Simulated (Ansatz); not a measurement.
Born–Oppenheimer molecular dynamics of a periodic cell of 28 atoms, In2CuSe3I (host In2CuSe3I, host structure Cm). It starts from an unrelaxed structure (largest force component 0.34 eV/Å).

Level of theory: DFT PBEsol, scalar-relativistic, plane waves, PAW in Ansatz 0.2.0. Settings: accuracy low, cutoff 420 eV, k mesh 1x1x1, fermi-dirac smearing 0.05 eV, no spin polarisation.

```
ensemble                      : NVE (velocity Verlet)
time step                     : 4.5 fs
steps asked                   : 260
starting velocities drawn for : 2400 K
seed                          : 132539
```

Frames 22.5 fs apart, positions in Å, forces in eV/Å.

Velocities at 540.0 fs (Å/ps):

```
In 0.23 -3.10 2.03
In -2.12 3.34 -0.45
Cu 0.99 -3.39 3.64
Se 3.77 -2.14 -1.99
Se -0.98 2.86 0.51
Se 4.21 -0.92 5.12
I 1.62 0.61 -1.47
In 3.29 -1.09 -4.09
In 3.88 -2.09 -0.42
Cu 1.18 0.97 -2.70
Se -0.17 0.19 2.38
Se -2.79 -2.42 -3.22
Se -3.92 1.18 5.82
I 4.32 1.52 1.20
In 2.35 -0.88 0.76
In 0.05 -2.17 -1.31
Cu -0.95 6.43 -0.01
Se 1.78 -2.23 2.12
Se -2.34 -0.34 -3.41
Se 0.44 -4.96 -0.50
I -1.24 -3.42 -1.07
In -0.98 2.34 1.90
In -6.93 -3.17 -2.62
Cu -2.22 4.11 -5.40
Se 0.84 4.32 -0.95
Se 1.73 6.75 5.30
Se -6.96 2.82 -0.81
I -1.25 0.21 0.92
```

```xyz
28
Lattice="-14.3660 0.0000 0.0000 0.0000 -8.4602 0.0000 -1.2900 0.0000 7.2758" Properties=species:S:1:pos:R:3:forces:R:3 time_fs=540.0 energy_less_start_eV=5.183 T=918
In -2.139 -2.368 5.334 -1.98 0.35 1.51
In -3.437 -1.831 0.574 -0.32 -0.33 0.01
Cu -11.282 -1.708 5.136 -0.39 1.54 -0.39
Se -7.028 -1.700 0.654 0.08 0.40 -0.56
Se -11.568 -2.004 1.898 -0.64 -0.91 -0.21
Se -4.774 -1.591 5.101 0.51 -0.66 -0.28
I -14.324 -2.313 4.019 1.50 -0.16 -1.16
In -10.054 0.462 6.688 2.30 -0.92 0.46
In -11.722 -0.547 -0.111 -1.09 1.11 -0.29
Cu -5.966 -0.883 2.528 -0.05 -0.19 0.51
Se -0.350 -0.077 -0.481 0.44 -0.25 -0.38
Se -3.894 0.242 2.520 -0.43 -0.12 -0.30
Se -11.900 0.621 5.056 -1.15 -0.96 -1.22
I -8.091 -0.044 4.324 -0.09 0.25 0.11
In -2.132 -6.474 4.865 0.81 -0.83 0.81
In -4.136 -6.828 0.305 -0.03 0.50 0.46
Cu -10.191 -9.135 3.008 0.70 0.80 0.36
Se -6.553 -5.679 1.448 0.30 -0.31 -0.57
Se -9.854 -6.985 1.359 -0.46 0.24 0.59
Se -4.535 -6.067 5.300 -0.99 0.51 -0.30
I -14.802 -6.278 2.757 0.02 -0.16 0.34
In -9.260 -4.071 7.162 0.51 0.39 0.55
In -12.307 -4.136 -0.130 0.07 0.04 0.30
Cu -6.224 -3.045 3.983 0.02 -0.19 -0.39
Se -0.631 -4.573 -0.266 0.20 0.86 -0.80
Se -4.891 -4.055 1.952 -0.02 0.07 0.92
Se -11.323 -3.799 5.717 -0.76 -1.22 0.04
I -8.651 -4.133 4.131 0.96 0.14 -0.10
28
Lattice="-14.3660 0.0000 0.0000 0.0000 -8.4602 0.0000 -1.2900 0.0000 7.2758" Properties=species:S:1:pos:R:3:forces:R:3 time_fs=562.5 energy_less_start_eV=4.934 T=988
In -2.166 -2.426 5.405 -0.40 1.06 0.25
In -3.491 -1.766 0.566 -0.26 -0.68 0.26
Cu -11.274 -1.708 5.195 -0.43 1.80 -0.68
Se -6.941 -1.731 0.592 0.07 0.83 -0.49
Se -11.606 -1.966 1.907 -0.14 -0.60 0.16
Se -4.670 -1.634 5.203 -0.21 -0.63 -0.78
I -14.266 -2.302 3.968 0.14 -0.17 -0.42
In -9.934 0.420 6.609 1.30 -0.50 0.77
In -11.659 -0.572 -0.123 -1.23 0.82 0.37
Cu -5.948 -0.870 2.486 -0.70 -0.32 0.45
Se -0.341 -0.081 -0.441 0.43 -0.23 -0.46
Se -3.964 0.187 2.442 0.28 0.25 0.15
Se -12.018 0.619 5.144 -0.22 -0.65 -1.58
I -7.998 -0.006 4.352 -0.20 0.18 -0.12
In -2.066 -6.512 4.900 0.10 -0.83 0.97
In -4.136 -6.865 0.283 -0.16 0.70 0.18
Cu -10.189 -8.965 3.019 0.31 0.33 0.02
Se -6.497 -5.730 1.478 0.69 0.47 -0.55
Se -9.916 -6.989 1.297 0.08 -0.12 0.28
Se -4.551 -6.162 5.277 -0.41 0.51 -0.42
I -14.829 -6.357 2.739 0.01 0.00 0.19
In -9.275 -4.014 7.213 -0.16 -0.25 0.07
In -12.456 -4.205 -0.181 1.06 0.35 0.39
Cu -6.270 -2.958 3.851 0.22 -0.12 0.04
Se -0.612 -4.458 -0.306 -0.60 -0.26 -0.07
Se -4.860 -3.909 2.095 -0.56 -0.58 0.41
Se -11.492 -3.787 5.708 0.34 -1.60 0.56
I -8.662 -4.125 4.150 0.67 0.25 0.00
28
Lattice="-14.3660 0.0000 0.0000 0.0000 -8.4602 0.0000 -1.2900 0.0000 7.2758" Properties=species:S:1:pos:R:3:forces:R:3 time_fs=585.0 energy_less_start_eV=5.323 T=878
In -2.211 -2.438 5.486 1.14 1.83 -1.22
In -3.557 -1.729 0.568 -0.25 -0.98 0.32
Cu -11.301 -1.586 5.205 -0.58 -0.30 -0.45
Se -6.850 -1.713 0.500 0.03 0.87 -0.28
Se -11.653 -1.966 1.925 0.26 -0.24 0.08
Se -4.581 -1.712 5.258 -1.17 -0.17 -0.99
I -14.201 -2.298 3.899 -0.81 -0.26 0.16
In -9.762 0.357 6.563 -0.24 -0.19 0.81
In -11.648 -0.562 -0.119 -1.12 0.45 1.06
Cu -5.982 -0.879 2.478 -0.97 -0.09 0.22
Se -0.304 -0.099 -0.427 0.42 -0.08 -0.27
Se -4.018 0.147 2.374 0.63 0.52 0.55
Se -12.149 0.580 5.136 0.75 0.09 -1.55
I -7.910 0.039 4.375 0.02 0.11 -0.45
In -1.995 -6.584 4.976 -0.55 -0.67 0.77
In -4.143 -6.872 0.270 -0.10 0.90 -0.21
Cu -10.163 -8.768 3.032 -0.04 -0.03 -0.27
Se -6.402 -5.754 1.475 0.58 0.74 -0.39
Se -9.974 -6.999 1.254 0.41 -0.37 0.07
Se -4.593 -6.227 5.230 0.23 0.35 -0.28
I -14.857 -6.436 2.728 -0.09 0.13 0.22
In -9.297 -3.967 7.268 -0.48 -0.63 -0.17
In -12.560 -4.259 -0.216 1.83 0.58 0.56
Cu -6.303 -2.881 3.725 -0.32 -0.21 0.88
Se -0.630 -4.362 -0.349 -1.17 -1.69 0.98
Se -4.859 -3.798 2.262 -0.06 -1.05 -0.46
Se -11.641 -3.863 5.730 1.22 0.04 0.27
I -8.648 -4.107 4.170 0.41 0.36 0.05
28
Lattice="-14.3660 0.0000 0.0000 0.0000 -8.4602 0.0000 -1.2900 0.0000 7.2758" Properties=species:S:1:pos:R:3:forces:R:3 time_fs=607.5 energy_less_start_eV=5.464 T=838
In -2.211 -2.378 5.520 1.85 1.14 -1.34
In -3.633 -1.733 0.582 -0.28 -1.05 0.07
Cu -11.370 -1.479 5.181 -0.36 -1.45 -0.26
Se -6.757 -1.645 0.392 -0.01 0.23 0.10
Se -11.685 -1.983 1.946 0.41 -0.31 -0.10
Se -4.561 -1.802 5.253 -1.57 0.17 -0.76
I -14.165 -2.304 3.836 -1.18 -0.35 0.37
In -9.597 0.285 6.550 -1.20 0.06 0.74
In -11.682 -0.530 -0.075 -0.60 0.67 0.53
Cu -6.084 -0.891 2.486 -0.40 0.61 -0.20
Se -0.242 -0.122 -0.429 0.48 -0.09 0.22
Se -4.038 0.137 2.338 0.20 0.43 0.63
Se -12.241 0.545 5.035 0.64 0.63 -0.91
I -7.822 0.089 4.380 0.26 0.11 -0.82
In -1.947 -6.684 5.083 -0.81 -0.10 0.12
In -4.153 -6.842 0.248 0.23 0.78 -0.45
Cu -10.138 -8.572 3.027 -0.16 -0.21 -0.12
Se -6.273 -5.733 1.449 0.24 0.85 -0.06
Se -10.008 -7.030 1.216 0.49 -0.27 -0.10
Se -4.621 -6.271 5.167 0.61 0.14 -0.01
I -14.888 -6.511 2.726 -0.27 0.18 0.47
In -9.337 -3.945 7.316 -0.36 -0.53 -0.15
In -12.592 -4.289 -0.227 1.01 0.67 0.75
Cu -6.363 -2.822 3.666 -0.90 -0.44 1.53
Se -0.713 -4.361 -0.337 -0.54 -1.57 0.87
Se -4.861 -3.752 2.401 0.54 -1.29 -1.10
Se -11.717 -3.942 5.769 1.56 0.61 -0.05
I -8.618 -4.076 4.191 0.13 0.36 0.03
28
Lattice="-14.3660 0.0000 0.0000 0.0000 -8.4602 0.0000 -1.2900 0.0000 7.2758" Properties=species:S:1:pos:R:3:forces:R:3 time_fs=630.0 energy_less_start_eV=4.915 T=994
In -2.138 -2.272 5.499 0.75 -0.38 -0.82
In -3.720 -1.780 0.600 -0.22 -0.79 -0.13
Cu -11.469 -1.476 5.136 -0.39 -1.40 0.04
Se -6.663 -1.564 0.291 0.07 -0.74 0.72
Se -11.693 -2.019 1.963 0.34 -0.47 -0.27
Se -4.631 -1.883 5.204 -0.45 0.16 -0.19
I -14.174 -2.323 3.786 -1.09 -0.37 0.32
In -9.482 0.216 6.568 -1.82 0.50 0.23
In -11.743 -0.470 -0.009 0.05 0.77 -0.33
Cu -6.217 -0.862 2.481 0.19 0.62 -0.38
Se -0.150 -0.152 -0.416 0.45 -0.22 0.92
Se -4.045 0.153 2.339 -0.22 0.19 0.22
Se -12.292 0.544 4.877 0.61 0.34 -0.18
I -7.725 0.143 4.355 0.16 0.25 -0.86
In -1.932 -6.786 5.195 -0.88 0.80 -0.62
In -4.152 -6.781 0.207 0.73 0.27 -0.45
Cu -10.126 -8.393 3.016 -0.24 -0.40 0.44
Se -6.129 -5.660 1.419 -0.27 0.82 0.31
Se -10.012 -7.077 1.170 0.50 0.09 -0.43
Se -4.613 -6.305 5.102 0.73 0.01 0.18
I -14.929 -6.579 2.743 -0.41 0.19 0.69
In -9.392 -3.945 7.359 -0.04 -0.24 -0.03
In -12.582 -4.291 -0.207 -0.03 0.67 0.85
Cu -6.479 -2.796 3.715 0.09 -0.51 0.81
Se -0.828 -4.451 -0.276 0.46 -0.36 -0.08
Se -4.837 -3.780 2.478 0.00 -0.67 -0.71
Se -11.699 -3.986 5.805 1.32 0.74 -0.30
I -8.583 -4.031 4.213 -0.40 0.13 0.05
28
Lattice="-14.3660 0.0000 0.0000 0.0000 -8.4602 0.0000 -1.2900 0.0000 7.2758" Properties=species:S:1:pos:R:3:forces:R:3 time_fs=652.5 energy_less_start_eV=4.797 T=1028
In -2.035 -2.180 5.443 -0.73 -1.17 -0.41
In -3.817 -1.861 0.613 0.06 -0.36 -0.16
Cu -11.598 -1.576 5.094 -0.59 -0.52 0.17
Se -6.567 -1.526 0.233 -0.24 -1.13 0.97
Se -11.681 -2.083 1.961 0.11 -0.36 -0.54
Se -4.729 -1.954 5.143 0.67 0.29 0.40
I -14.223 -2.357 3.748 -0.49 -0.38 -0.01
In -9.443 0.168 6.595 -1.85 0.68 -0.36
In -11.801 -0.380 0.045 0.77 0.30 -0.53
Cu -6.337 -0.788 2.446 0.62 0.09 -0.42
Se -0.033 -0.194 -0.349 -0.09 -0.09 1.03
Se -4.065 0.180 2.353 -0.40 -0.09 -0.36
Se -12.303 0.562 4.707 0.95 -0.57 0.20
I -7.623 0.208 4.299 -0.27 0.50 -0.37
In -1.954 -6.856 5.282 -0.66 1.20 -0.74
In -4.121 -6.707 0.149 0.92 -0.20 -0.13
Cu -10.132 -8.242 3.038 -0.38 -0.32 0.79
Se -6.002 -5.539 1.406 -0.86 0.13 0.11
Se -9.985 -7.119 1.100 0.53 0.25 -0.41
Se -4.561 -6.338 5.048 0.57 -0.01 0.14
I -14.986 -6.640 2.785 -0.44 0.20 0.73
In -9.448 -3.955 7.400 0.39 0.00 0.19
In -12.569 -4.264 -0.151 -0.10 0.63 0.77
Cu -6.588 -2.803 3.826 1.41 0.17 -0.05
Se -0.917 -4.568 -0.217 1.01 0.27 -0.59
Se -4.809 -3.849 2.512 0.06 0.23 -0.14
Se -11.604 -3.986 5.823 0.36 0.69 -0.43
I -8.565 -3.983 4.237 -1.31 -0.45 0.15
28
Lattice="-14.3660 0.0000 0.0000 0.0000 -8.4602 0.0000 -1.2900 0.0000 7.2758" Properties=species:S:1:pos:R:3:forces:R:3 time_fs=675.0 energy_less_start_eV=4.934 T=990
In -1.960 -2.134 5.371 -1.60 -0.99 0.36
In -3.909 -1.956 0.620 0.66 0.03 -0.09
Cu -11.770 -1.716 5.063 -0.41 0.37 0.07
Se -6.491 -1.553 0.231 -1.37 -0.66 0.50
Se -11.662 -2.168 1.927 -0.14 -0.12 -0.73
Se -4.788 -2.006 5.106 1.33 0.60 0.96
I -14.290 -2.404 3.708 0.35 -0.40 -0.54
In -9.480 0.146 6.607 -1.00 0.20 -0.74
In -11.825 -0.278 0.077 1.54 -0.35 -0.37
Cu -6.410 -0.706 2.380 0.85 -0.27 -0.45
Se 0.075 -0.240 -0.223 -1.22 0.11 0.26
Se -4.108 0.203 2.344 -0.33 -0.27 -0.77
Se -12.257 0.547 4.549 0.98 -1.09 0.37
I -7.532 0.291 4.228 -0.68 0.66 0.26
In -2.002 -6.878 5.341 0.15 0.81 -0.20
In -4.053 -6.641 0.086 0.59 -0.30 0.45
Cu -10.166 -8.114 3.115 -0.37 0.00 0.48
Se -5.929 -5.415 1.396 -1.34 -1.20 -0.76
Se -9.926 -7.146 1.008 0.42 0.26 0.38
Se -4.476 -6.371 5.001 -0.08 0.07 -0.14
I -15.059 -6.693 2.856 -0.38 0.20 0.59
In -9.487 -3.965 7.450 0.80 0.18 0.46
In -12.560 -4.210 -0.062 0.22 0.58 0.59
Cu -6.597 -2.801 3.936 1.23 0.24 -0.47
Se -0.946 -4.670 -0.193 1.09 0.48 -0.63
Se -4.774 -3.903 2.538 0.74 1.14 0.57
Se -11.487 -3.944 5.814 -0.82 0.24 -0.44
I -8.595 -3.950 4.266 -1.21 -0.52 0.02
28
Lattice="-14.3660 0.0000 0.0000 0.0000 -8.4602 0.0000 -1.2900 0.0000 7.2758" Properties=species:S:1:pos:R:3:forces:R:3 time_fs=697.5 energy_less_start_eV=4.748 T=1042
In -1.951 -2.129 5.313 -1.69 -0.60 1.00
In -3.974 -2.051 0.622 1.04 0.32 0.00
Cu -11.973 -1.830 5.037 -0.05 0.98 -0.09
Se -6.497 -1.621 0.258 -2.04 -0.27 -0.22
Se -11.650 -2.262 1.849 -0.22 0.16 -0.51
Se -4.766 -2.020 5.128 1.61 0.84 1.29
I -14.344 -2.467 3.649 0.73 -0.36 -0.76
In -9.558 0.133 6.588 0.04 -0.37 -1.25
In -11.789 -0.189 0.094 1.18 -0.75 -0.35
Cu -6.422 -0.642 2.283 0.57 -0.20 0.12
Se 0.114 -0.282 -0.081 -1.37 0.09 -0.45
Se -4.171 0.209 2.290 -0.01 -0.29 -0.90
Se -12.156 0.467 4.414 -0.08 -0.96 0.85
I -7.465 0.399 4.167 -0.75 0.42 0.39
In -2.042 -6.866 5.392 1.16 0.22 0.38
In -3.960 -6.587 0.041 0.21 -0.17 0.79
Cu -10.223 -7.988 3.228 0.56 0.04 -0.22
Se -5.931 -5.356 1.345 -0.47 -0.97 -0.48
Se -9.843 -7.155 0.941 0.06 0.64 1.19
Se -4.399 -6.399 4.945 -1.07 0.19 -0.36
I -15.147 -6.738 2.948 -0.17 0.14 0.26
In -9.494 -3.968 7.518 0.69 0.32 0.42
In -12.541 -4.133 0.051 0.37 0.37 0.14
Cu -6.521 -2.786 4.012 -0.08 -0.38 -0.71
Se -0.908 -4.742 -0.206 1.00 0.72 -0.36
Se -4.701 -3.896 2.592 0.06 0.40 0.08
Se -11.418 -3.890 5.781 -1.35 -0.55 -0.01
I -8.667 -3.935 4.296 0.05 0.01 -0.24
```

Of the whole run (1170 fs, mean temperature of the second half 1094 K): The conserved energy stayed within 0.62 meV per atom of its start (net change 0.35 meV per atom), so the integration is sound. The temperature averaged 0.46 of the 2400 K drawn at the start: a run that starts near a minimum puts about half its kinetic energy into the potential. A run of 1.2 ps of so small a system gives no equilibrium averages. Limits of this set-up: coarse k mesh, low accuracy level.

Time of the run: 22 min on 4 threads of Arm Neoverse V1 (shared host), peak memory 1.2 GiB.
